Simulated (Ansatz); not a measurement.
# WO₅ (triplet): energies up the ladder

Aim: energies up the ladder, for WO₅ (triplet), with the cost of each level. Spin multiplicity 3.

Computed with Ansatz 0.2.0 (the levels named in each step, unless a step's input says otherwise).

### 1 The system as given

Bond lengths: O1–O2 1.351 Å, O1–W3 1.927 Å, O2–W3 1.927 Å, W3–O4 1.722 Å, W3–O5 1.741 Å, W3–O6 1.741 Å. Angles: O1–O2–W3 69.5°, O2–O1–W3 69.5°, O1–W3–O2 41.0°, O1–W3–O4 109.4°, O1–W3–O5 92.1°, O1–W3–O6 125.6°, O2–W3–O4 109.4°, O2–W3–O5 125.6°, O2–W3–O6 92.1°, O4–W3–O5 112.4°, O4–W3–O6 112.3°, O5–W3–O6 102.4°.

As a file:

```xyz
6

O     1.5791   -0.9084    0.0560
O     1.7348    0.3885    0.4017
W    -0.1122    0.0135   -0.0001
O    -0.9693   -0.2724    1.4654
O    -0.6837   -0.9828   -1.3081
O    -0.3711    1.6218   -0.6138
```

### 2 A rough first relaxation, PBE-D4/def2-SVPD

Input file input.yaml:

```yaml
crystal:
  periodic: [false, false, false]
  atoms:
    - { symbol: O, position_ang: [1.57907, -0.90836, 0.056] }
    - { symbol: O, position_ang: [1.73476, 0.38851, 0.40172] }
    - { symbol: W, position_ang: [-0.11222, 0.01354, -5.0e-05] }
    - { symbol: O, position_ang: [-0.96931, -0.2724, 1.46536] }
    - { symbol: O, position_ang: [-0.68374, -0.9828, -1.30813] }
    - { symbol: O, position_ang: [-0.37106, 1.62178, -0.6138] }
magnetization:
  spin_polarized: true
  initial_magnetization: 2
basis:
  gaussian: { orbitals: def2-SVPD }
hamiltonian:
  xc: pbe
  dispersion: d4
relax:
  f_tol: 0.03
  max_steps: 200
```

Command:

```console
$ ansatz run input.yaml --threads 4 --pin off --max-ram 10240MiB --backend cpu --events-out ev --progress --plain --runs-dir out
```

The log of the run, cut to the lines that bear on the results:

```text
Warning: RAYON_NUM_THREADS=4 ignored (pool sized by the plan → 4); use --threads N
[...]
Functional definition: PBE
[...]
1241 factors; their error is unknown
[...]
mean field -12043.52531008 eV, -442.5913917509 hartree, gradient 4.4e-6 eV, S^2 2.013395; 10 other end points of the search recorded, 0 dependent functions left out
[...]
reference -12043.52536246 eV, -442.5913936756 hartree; 28, 26 occupied and 122, 124 virtual orbitals, 1241 factors
relax step   1: F+E_penalty+E_count = -12043.69035925 eV  Δ(F+E_penalty+E_count) = +0.000e0 eV  max|allowed force component| = 3.317e0 eV/Å  Δτ_max = 0.0000 Å  (412 SCF iters, accepted)
[...]
relax step   6: F+E_penalty+E_count = -12044.56686555 eV  Δ(F+E_penalty+E_count) = -5.351e-3 eV  max|allowed force component| = 3.546e-2 eV/Å  Δτ_max = 0.0151 Å  (55 SCF iters, accepted)
[...]
relax step   7: F+E_penalty+E_count = -12044.56692128 eV  Δ(F+E_penalty+E_count) = -5.573e-5 eV  max|allowed force component| = 5.540e-3 eV/Å  Δτ_max = 0.0018 Å  (52 SCF iters, accepted)
1241 factors; their error is unknown
[...]
mean field -12044.41024401 eV, -442.6239124728 hartree, gradient 1.8e-5 eV, S^2 2.016273; 11 other end points of the search recorded, 0 dependent functions left out
[...]
reference -12044.41029756 eV, -442.6239144409 hartree; 28, 26 occupied and 122, 124 virtual orbitals, 1241 factors
Total energy: -12044.56697484 eV, -442.6296722245 hartree
Atom 0 at     1.800321    -0.932136     0.107852 Å, force     0.000611    -0.001601    -0.000464 eV/Å
Atom 1 at     1.952579     0.334309     0.445318 Å, force     0.000996     0.001454     0.000334 eV/Å
Atom 2 at    -0.147719     0.021080    -0.011156 Å, force    -0.000827     0.001542    -0.005540 eV/Å
Atom 3 at    -1.078276    -0.249891     1.427032 Å, force    -0.002033    -0.000041     0.001048 eV/Å
Atom 4 at    -0.832283    -0.966490    -1.332716 Å, force     0.000957     0.002075     0.003052 eV/Å
Atom 5 at    -0.517122     1.653397    -0.635228 Å, force     0.000297    -0.003429     0.001570 eV/Å
Dipole moment:     0.534551    -0.084038     0.074110 e Å
```

It took 20 s on 4 threads of AMD EPYC 9R45 (Zen 5), shared host; peak memory 0.47 GiB.

The steps of the relaxation:

| step | E - E(step 1) (eV) | largest force component (eV/Å) |
| --- | --- | --- |
| 1 | 0.0000 | 3.3171 |
| 2 | -0.7544 | 1.8831 |
| 3 | -0.8508 | 1.0029 |
| 4 | -0.8666 | 0.4729 |
| 5 | -0.8712 | 0.4355 |
| 6 | -0.8765 | 0.0355 |
| 7 | -0.8766 | 0.0055 |

Step 1 is the start.

Before: Bond lengths: O1–O2 1.351 Å, O1–W3 1.927 Å, O2–W3 1.927 Å, W3–O4 1.722 Å, W3–O5 1.741 Å, W3–O6 1.741 Å. Angles: O1–O2–W3 69.5°, O2–O1–W3 69.5°, O1–W3–O2 41.0°, O1–W3–O4 109.4°, O1–W3–O5 92.1°, O1–W3–O6 125.6°, O2–W3–O4 109.4°, O2–W3–O5 125.6°, O2–W3–O6 92.1°, O4–W3–O5 112.4°, O4–W3–O6 112.3°, O5–W3–O6 102.4°.

After: Bond lengths: O1–O2 1.319 Å, O1–W3 2.172 Å, O2–W3 2.172 Å, W3–O4 1.734 Å, W3–O5 1.786 Å, W3–O6 1.786 Å. Angles: O1–O2–W3 72.3°, O2–O1–W3 72.3°, O1–W3–O2 35.4°, O1–W3–O4 111.5°, O1–W3–O5 98.1°, O1–W3–O6 127.3°, O2–W3–O4 111.5°, O2–W3–O5 127.3°, O2–W3–O6 98.1°, O4–W3–O5 108.8°, O4–W3–O6 108.8°, O5–W3–O6 99.6°.

### 3 Relaxation, PBE0-D4/def2-TZVPPD

Input file input.yaml:

```yaml
crystal:
  periodic: [false, false, false]
  atoms:
    - { symbol: O, position_ang: [1.80032072, -0.932136, 0.10785157] }
    - { symbol: O, position_ang: [1.95257871, 0.33430896, 0.44531784] }
    - { symbol: W, position_ang: [-0.14771904, 0.02108019, -0.01115632] }
    - { symbol: O, position_ang: [-1.07827571, -0.24989057, 1.4270317] }
    - { symbol: O, position_ang: [-0.83228292, -0.96648984, -1.33271641] }
    - { symbol: O, position_ang: [-0.51712176, 1.65339727, -0.63522838] }
magnetization:
  spin_polarized: true
  initial_magnetization: 2
basis:
  gaussian: { orbitals: def2-TZVPPD.json }
hamiltonian:
  xc: pbe0
  dispersion: d4
relax:
  f_tol: 0.002
  max_steps: 150
```

Command:

```console
$ ansatz run input.yaml --threads 4 --pin off --max-ram 10240MiB --backend cpu --events-out ev --progress --plain --runs-dir out
```

The log of the run, cut to the lines that bear on the results:

```text
Warning: RAYON_NUM_THREADS=4 ignored (pool sized by the plan → 4); use --threads N
[...]
Functional definition: PBE0
[...]
1347 factors; their error is unknown
[...]
mean field -12053.49604514 eV, -442.9578095057 hartree, gradient 2.0e-5 eV, S^2 2.074812; 6 other end points of the search recorded, 0 dependent functions left out
[...]
reference -12053.49610130 eV, -442.9578115698 hartree; 28, 26 occupied and 231, 233 virtual orbitals, 1347 factors
relax step   1: F+E_penalty+E_count = -12053.62871133 eV  Δ(F+E_penalty+E_count) = +0.000e0 eV  max|allowed force component| = 1.929e0 eV/Å  Δτ_max = 0.0000 Å  (150 SCF iters, accepted)
[...]
relax step   6: F+E_penalty+E_count = -12053.79072388 eV  Δ(F+E_penalty+E_count) = -1.376e-3 eV  max|allowed force component| = 1.777e-1 eV/Å  Δτ_max = 0.0258 Å  (91 SCF iters, accepted)
[...]
1347 factors; their error is unknown
[...]
mean field -12053.69808024 eV, -442.9652341587 hartree, gradient 1.0e-5 eV, S^2 2.030726; 7 other end points of the search recorded, 0 dependent functions left out
[...]
reference -12053.69813481 eV, -442.9652361643 hartree; 28, 26 occupied and 231, 233 virtual orbitals, 1347 factors
Total energy: -12053.83284201 eV, -442.9701865625 hartree
Atom 0 at     1.771372    -0.868885    -0.068612 Å, force    -0.000377    -0.000931    -0.001251 eV/Å
Atom 1 at     1.843671     0.252979     0.607400 Å, force     0.001663     0.001414     0.001180 eV/Å
Atom 2 at    -0.111069     0.082423     0.022436 Å, force    -0.001179     0.001153     0.001155 eV/Å
Atom 3 at    -1.011500    -0.190116     1.436301 Å, force    -0.000598    -0.000882     0.001580 eV/Å
Atom 4 at    -0.802878    -1.018204    -1.327557 Å, force    -0.000293    -0.000733    -0.001434 eV/Å
Atom 5 at    -0.512095     1.602073    -0.668869 Å, force     0.000784    -0.000021    -0.001231 eV/Å
Dipole moment:     0.446779    -0.124547    -0.004877 e Å
```

It took 2.7 min on 4 threads of AMD EPYC 9R45 (Zen 5), shared host; peak memory 1.3 GiB.

The steps of the relaxation:

| step | energy from step 1 (eV) | largest force component (eV/Å) |
| --- | --- | --- |
| 1 | 0.0000 | 1.9286 |
| 2 | -0.1577 | 0.2190 |
| 3 | -0.1606 | 0.0335 |
| 4 | -0.1606 | 0.0099 |
| 5 | -0.1606 | 0.0006 |
| 6 | -0.1620 | 0.1777 |
| 7 | -0.1629 | 0.2157 |
| 8 | -0.1641 | 0.2596 |
| 9 | -0.1659 | 0.3103 |
| 10 | -0.1684 | 0.3641 |
| 11 | -0.1719 | 0.4150 |
| 12 | -0.1764 | 0.4537 |
| 13 | -0.1817 | 0.4692 |
| 14 | -0.1873 | 0.4537 |
| 15 | 0.0361 | 4.2811 |
| 16 | -0.1921 | 0.3941 |
| 17 | -0.2025 | 0.1578 |
| 18 | -0.2038 | 0.1246 |
| 19 | -0.2039 | 0.0480 |
| 20 | -0.2040 | 0.0396 |
| 21 | -0.2040 | 0.0636 |
| 22 | -0.2041 | 0.0017 |

Step 1 is the start. Step 15 was tried and not accepted.

Before: Bond lengths: O1–O2 1.319 Å, O1–W3 2.172 Å, O2–W3 2.172 Å, W3–O4 1.734 Å, W3–O5 1.786 Å, W3–O6 1.786 Å. Angles: O1–O2–W3 72.3°, O2–O1–W3 72.3°, O1–W3–O2 35.4°, O1–W3–O4 111.5°, O1–W3–O5 98.1°, O1–W3–O6 127.3°, O2–W3–O4 111.5°, O2–W3–O5 127.3°, O2–W3–O6 98.1°, O4–W3–O5 108.8°, O4–W3–O6 108.8°, O5–W3–O6 99.6°.

After: Bond lengths: O1–O2 1.312 Å, O1–W3 2.111 Å, O2–W3 2.048 Å, W3–O4 1.698 Å, W3–O5 1.874 Å, W3–O6 1.717 Å. Angles: O1–O2–W3 74.3°, O2–O1–W3 69.0°, O1–W3–O2 36.7°, O1–W3–O4 115.9°, O1–W3–O5 91.9°, O1–W3–O6 126.1°, O2–W3–O4 106.4°, O2–W3–O5 127.4°, O2–W3–O6 105.3°, O4–W3–O5 108.0°, O4–W3–O6 110.7°, O5–W3–O6 98.3°.

### 4 Frequencies, PBE0-D4/def2-TZVPPD

Input file input.yaml:

```yaml
crystal:
  periodic: [false, false, false]
  atoms:
    - { symbol: O, position_ang: [1.7713721, -0.86888506, -0.0686122] }
    - { symbol: O, position_ang: [1.84367051, 0.25297871, 0.60740046] }
    - { symbol: W, position_ang: [-0.11106904, 0.08242296, 0.02243649] }
    - { symbol: O, position_ang: [-1.0115004, -0.19011606, 1.43630145] }
    - { symbol: O, position_ang: [-0.80287803, -1.01820403, -1.32755703] }
    - { symbol: O, position_ang: [-0.51209513, 1.60207349, -0.66886917] }
magnetization:
  spin_polarized: true
  initial_magnetization: 2
basis:
  gaussian: { orbitals: def2-TZVPPD.json }
hamiltonian:
  xc: pbe0
  dispersion: d4
phonons: {}
```

Command:

```console
$ ansatz run input.yaml --threads 4 --pin off --max-ram 10240MiB --backend cpu --events-out ev --progress --plain --runs-dir out
```

The log of the run, cut to the lines that bear on the results:

```text
Warning: RAYON_NUM_THREADS=4 ignored (pool sized by the plan → 4); use --threads N
[...]
[... 1 set-up line as earlier in the session ...]
[...]
1347 factors; their error is unknown
[...]
mean field -12053.69808002 eV, -442.9652341509 hartree, gradient 7.0e-6 eV, S^2 2.030726; 6 other end points of the search recorded, 0 dependent functions left out
[...]
reference -12053.69813460 eV, -442.9652361566 hartree; 28, 26 occupied and 231, 233 virtual orbitals, 1347 factors
[...]
1347 factors; their error is unknown
mean field -12053.69807168 eV, -442.9652338443 hartree, gradient 2.5e-6 eV, S^2 2.030708; 0 other end points of the search recorded, 0 dependent functions left out
[...]
reference -12053.69812628 eV, -442.9652358508 hartree; 28, 26 occupied and 231, 233 virtual orbitals, 1347 factors
[...]
1347 factors; their error is unknown
[...]
reference -12053.69812072 eV, -442.9652356466 hartree; 28, 26 occupied and 231, 233 virtual orbitals, 1347 factors
Total energy: -12053.83284180 eV, -442.9701865548 hartree
Atom 0 at     1.771372    -0.868885    -0.068612 Å, force    -0.000429    -0.000988    -0.001213 eV/Å
Atom 1 at     1.843671     0.252979     0.607400 Å, force     0.001689     0.001524     0.001129 eV/Å
Atom 2 at    -0.111069     0.082423     0.022436 Å, force    -0.001018     0.001228     0.000608 eV/Å
Atom 3 at    -1.011500    -0.190116     1.436301 Å, force    -0.000862    -0.001019     0.001941 eV/Å
Atom 4 at    -0.802878    -1.018204    -1.327557 Å, force    -0.000257    -0.000723    -0.001321 eV/Å
Atom 5 at    -0.512095     1.602073    -0.668869 Å, force     0.000876    -0.000021    -0.001145 eV/Å
Dipole moment:     0.446777    -0.124547    -0.004877 e Å
Vibrations: 105.46 144.62 185.24 220.61 263.02 305.18 431.79 513.97 590.51 937.50 1040.88 1252.43 cm⁻¹, zero-point energy 0.371408 eV
```

It took 2.1 min on 4 threads of AMD EPYC 9R45 (Zen 5), shared host; peak memory 1.3 GiB.

Harmonic frequencies (cm⁻¹; negative: imaginary): 105, 145, 185, 221, 263, 305, 432, 514, 591, 937, 1041, 1252.

### 5 Single point, PBE-D4/def2-TZVPPD

Edit input.yaml of step 4 so:

```diff
@@ -15,4 +15,3 @@
 hamiltonian:
-  xc: pbe0
+  xc: pbe
   dispersion: d4
-phonons: {}
```

Command:

```console
$ ansatz run input.yaml --threads 4 --pin off --max-ram 10240MiB --backend cpu --events-out ev --progress --plain --runs-dir out
```

The log of the run:

```text
Warning: RAYON_NUM_THREADS=4 ignored (pool sized by the plan → 4); use --threads N
Engine: ansatz 0.2.0, x86_64-unknown-linux-gnu
[... 1 set-up line as earlier in the session ...]
  parameter kappa = 0.804
  parameter beta = 0.06672455060314922
  exchange = pbe_x(kappa = kappa, mu = beta*pi^2/3)
  correlation = pbe_c(beta = beta)
1266 factors; their error is unknown
mean field evaluation 1: about -12025.5491 eV, gradient 9.2e1 eV
mean field evaluation 2: about -11296.8673 eV, gradient 3.5e2 eV
mean field evaluation 4: about -11985.0549 eV, gradient 1.2e2 eV
mean field evaluation 8: about -12040.1054 eV, gradient 5.8e1 eV
mean field evaluation 16: about -12056.7011 eV, gradient 3.8e-3 eV
mean field evaluation 32: about -12042.9554 eV, gradient 4.5e1 eV
mean field evaluation 64: about -12056.4678 eV, gradient 8.2e-1 eV
mean field -12056.70111775 eV, -443.0755937519 hartree, gradient 1.3e-5 eV, S^2 2.013140; 10 other end points of the search recorded, 0 dependent functions left out
reference -12056.70119004 eV, -443.0755964083 hartree; 28, 26 occupied and 231, 233 virtual orbitals, 1266 factors
Total energy: -12056.86062563 eV, -443.0814555581 hartree
```

It took 10 s on 4 threads of AMD EPYC 9R45 (Zen 5), shared host; peak memory 0.65 GiB.

### 6 Single point, r2SCAN-D4/def2-TZVPPD

Edit input.yaml of step 5 so:

```diff
@@ -15,3 +15,3 @@
 hamiltonian:
-  xc: pbe
+  xc: r2scan
   dispersion: d4
```

Command:

```console
$ ansatz run input.yaml --threads 4 --pin off --max-ram 10240MiB --backend cpu --events-out ev --progress --plain --runs-dir out
```

The log of the run:

```text
Warning: RAYON_NUM_THREADS=4 ignored (pool sized by the plan → 4); use --threads N
[... 1 set-up line as earlier in the session ...]
Functional definition: r2SCAN
  parameter k0 = 0.174
  parameter k1 = 0.065
  parameter a1 = 4.9479
  exchange = r2scan_x(k0 = k0, k1 = k1, a1 = a1)
  correlation = r2scan_c
1266 factors; their error is unknown
mean field evaluation 1: about -12032.6670 eV, gradient 8.8e1 eV
mean field evaluation 2: about -11389.2261 eV, gradient 3.4e2 eV
mean field evaluation 4: about -12032.9420 eV, gradient 7.5e1 eV
mean field evaluation 8: about -12049.3688 eV, gradient 6.0e1 eV
mean field evaluation 16: about -12061.6922 eV, gradient 6.2e-3 eV
mean field evaluation 32: about -12056.6065 eV, gradient 2.9e1 eV
mean field evaluation 64: about -12061.1693 eV, gradient 1.8e0 eV
mean field -12061.69216354 eV, -443.2590113014 hartree, gradient 1.0e-5 eV, S^2 2.025606; 8 other end points of the search recorded, 0 dependent functions left out
reference -12061.69219609 eV, -443.2590124976 hartree; 28, 26 occupied and 231, 233 virtual orbitals, 1266 factors
Total energy: -12061.72871812 eV, -443.2603546575 hartree
```

Wall time 20 s (4 threads of AMD EPYC 9R45 (Zen 5), shared host); peak memory 1.1 GiB.

### 7 Single point, B3LYP-D4/def2-TZVPPD

Edit input.yaml of step 6 so:

```diff
@@ -15,3 +15,3 @@
 hamiltonian:
-  xc: r2scan
+  xc: { name: B3LYP }
   dispersion: d4
```

Command:

```console
$ ansatz run input.yaml --threads 4 --pin off --max-ram 10240MiB --backend cpu --events-out ev --progress --plain --runs-dir out
```

The log of the run:

```text
Warning: RAYON_NUM_THREADS=4 ignored (pool sized by the plan → 4); use --threads N
[... 1 set-up line as earlier in the session ...]
Functional definition: B3LYP
  parameter a0 = 0.2
  parameter ax = 0.72
  parameter ac = 0.81
  exchange = (1 - a0 - ax)*slater_x + ax*b88_x + a0*exact_x
  correlation = (1 - ac)*vwn_rpa_c + ac*lyp_c
1337 factors; their error is unknown
mean field evaluation 1: about -12034.9563 eV, gradient 9.0e1 eV
mean field evaluation 2: about -11434.2131 eV, gradient 3.4e2 eV
mean field evaluation 4: about -12032.2965 eV, gradient 8.1e1 eV
mean field evaluation 8: about -12064.7110 eV, gradient 1.1e1 eV
mean field evaluation 16: about -12065.2535 eV, gradient 2.5e-1 eV
mean field evaluation 32: about -12065.3119 eV, gradient 1.1e-5 eV
mean field -12065.31194114 eV, -443.3920356746 hartree, gradient 1.1e-5 eV, S^2 2.026480; 6 other end points of the search recorded, 0 dependent functions left out
reference -12065.31225528 eV, -443.3920472191 hartree; 28, 26 occupied and 231, 233 virtual orbitals, 1337 factors
Total energy: -12065.57162165 eV, -443.4015787576 hartree
```

Wall time 13 s (4 threads of AMD EPYC 9R45 (Zen 5), shared host); peak memory 1.3 GiB.

### 8 Single point, wB97M-V/def2-TZVPPD

Edit input.yaml of step 7 so:

```diff
@@ -15,3 +15,2 @@
 hamiltonian:
-  xc: { name: B3LYP }
-  dispersion: d4
+  xc: { name: wB97M-V }
```

Command:

```console
$ ansatz run input.yaml --threads 4 --pin off --max-ram 10240MiB --backend cpu --events-out ev --progress --plain --runs-dir out
```

The log of the run, cut to the lines that bear on the results:

```text
Warning: RAYON_NUM_THREADS=4 ignored (pool sized by the plan → 4); use --threads N
[...]
Functional definition: wB97M-V
[...]
  gx(w, u) = 1 - cx + cx01*u + cx10*w
  gss(w, u) = css00 + css04*u^4 + css10*w + css20*w^2 + css43*w^4*u^3
  gos(w, u) = cos00 + cos10*w + (cos20 + cos21*u)*w^2 + (cos60 + cos61*u)*w^6
[...]
      + integral(e_c_pw_mod_opposite_spin*gos(b97_w_opposite, b97_u_opposite)) + vv10(b, c)
1269 factors; their error is unknown
339 factors; integrals over basis functions are off by at most 2.9e-5 eV
[...]
mean field -12059.49530659 eV, -443.1782782978 hartree, gradient 2.9e-6 eV, S^2 2.026847; 6 other end points of the search recorded, 0 dependent functions left out
reference -12059.49539287 eV, -443.1782814685 hartree; 28, 26 occupied and 231, 233 virtual orbitals, 1269 factors
Total energy: -12059.49539287 eV, -443.1782814685 hartree
```

It took 32 s on 4 threads of AMD EPYC 9R45 (Zen 5), shared host; peak memory 1.8 GiB.

### 9 Single point, B2PLYP/def2-TZVPPD

Edit input.yaml of step 8 so:

```diff
@@ -15,2 +15,2 @@
 hamiltonian:
-  xc: { name: wB97M-V }
+  xc: { name: B2PLYP }
```

Command:

```console
$ ansatz run input.yaml --threads 4 --pin off --max-ram 10240MiB --backend cpu --events-out ev --progress --plain --runs-dir out
```

The log of the run, cut to the lines that bear on the results:

```text
Warning: RAYON_NUM_THREADS=4 ignored (pool sized by the plan → 4); use --threads N
[...]
Functional definition: B2PLYP
[...]
1644 factors; integrals over basis functions are off by at most 8.2e-4 eV
[...]
mean field -12040.65866468 eV, -442.4860444755 hartree, gradient 3.0e-6 eV, S^2 2.062423; 6 other end points of the search recorded, 0 dependent functions left out
5 core orbitals not correlated: weight in the atoms' cores, before any rotation towards them, 1.000 or more for the frozen orbitals, at most 0.000 for the correlated occupied ones
reference -12040.65885898 eV, -442.4860516158 hartree; 23, 21 occupied and 231, 233 virtual orbitals, 1644 factors
second order -55.88132763 eV of doubles, -0.00000000 eV of singles
Total energy: -12055.74681744 eV, -443.0405238622 hartree
```

Wall time 18 s (4 threads of AMD EPYC 9R45 (Zen 5), shared host); peak memory 1.3 GiB.

### 10 Single point, LDA/def2-TZVPPD

Edit input.yaml of step 9 so:

```diff
@@ -15,2 +15,2 @@
 hamiltonian:
-  xc: { name: B2PLYP }
+  xc: lda
```

Command:

```console
$ ansatz run input.yaml --threads 4 --pin off --max-ram 10240MiB --backend cpu --events-out ev --progress --plain --runs-dir out
```

The log of the run:

```text
Warning: RAYON_NUM_THREADS=4 ignored (pool sized by the plan → 4); use --threads N
[... 1 set-up line as earlier in the session ...]
Functional definition: SPW92
  exchange = slater_x
  correlation = pw_c
1266 factors; their error is unknown
mean field evaluation 1: about -11960.1864 eV, gradient 9.2e1 eV
mean field evaluation 2: about -11238.1003 eV, gradient 3.5e2 eV
mean field evaluation 4: about -11940.1856 eV, gradient 1.1e2 eV
mean field evaluation 8: about -11971.2959 eV, gradient 6.3e1 eV
mean field evaluation 16: about -11990.7543 eV, gradient 3.6e-3 eV
mean field evaluation 32: about -11982.8102 eV, gradient 3.5e1 eV
mean field evaluation 64: about -11988.8509 eV, gradient 6.8e0 eV
mean field -11990.75429851 eV, -440.6520928451 hartree, gradient 8.7e-6 eV, S^2 2.010449; 10 other end points of the search recorded, 0 dependent functions left out
reference -11990.75437041 eV, -440.6520954875 hartree; 28, 26 occupied and 231, 233 virtual orbitals, 1266 factors
Total energy: -11990.75437041 eV, -440.6520954875 hartree
```

Wall time 5.9 s (4 threads of AMD EPYC 9R45 (Zen 5), shared host); peak memory 0.64 GiB.

### 11 Single point, PBE0-D4/def2-SVPD

Edit input.yaml of step 10 so:

```diff
@@ -13,4 +13,5 @@
 basis:
-  gaussian: { orbitals: def2-TZVPPD.json }
+  gaussian: { orbitals: def2-SVPD }
 hamiltonian:
-  xc: lda
+  xc: pbe0
+  dispersion: d4
```

Command:

```console
$ ansatz run input.yaml --threads 4 --pin off --max-ram 10240MiB --backend cpu --events-out ev --progress --plain --runs-dir out
```

The log of the run:

```text
Warning: RAYON_NUM_THREADS=4 ignored (pool sized by the plan → 4); use --threads N
[... 2 set-up lines as earlier in the session ...]
  parameter a = 0.25
[... 2 set-up lines as earlier in the session ...]
  exchange = (1 - a)*pbe_x(kappa = kappa, mu = beta*pi^2/3) + a*exact_x
[... 1 set-up line as earlier in the session ...]
1281 factors; their error is unknown
mean field evaluation 1: about -12012.7765 eV, gradient 8.2e1 eV
mean field evaluation 2: about -11480.6446 eV, gradient 3.1e2 eV
mean field evaluation 4: about -12008.0268 eV, gradient 7.9e1 eV
mean field evaluation 8: about -12040.5482 eV, gradient 7.8e0 eV
mean field evaluation 16: about -12040.9239 eV, gradient 2.3e-1 eV
mean field evaluation 32: about -12040.9433 eV, gradient 3.3e-1 eV
mean field -12041.03109504 eV, -442.4997310386 hartree, gradient 1.0e-5 eV, S^2 2.030292; 6 other end points of the search recorded, 0 dependent functions left out
reference -12041.03113560 eV, -442.4997325294 hartree; 28, 26 occupied and 122, 124 virtual orbitals, 1281 factors
Total energy: -12041.16584280 eV, -442.5046829275 hartree
```

Wall time 5.6 s (4 threads of AMD EPYC 9R45 (Zen 5), shared host); peak memory 0.72 GiB.

[end of part 1 of 2]
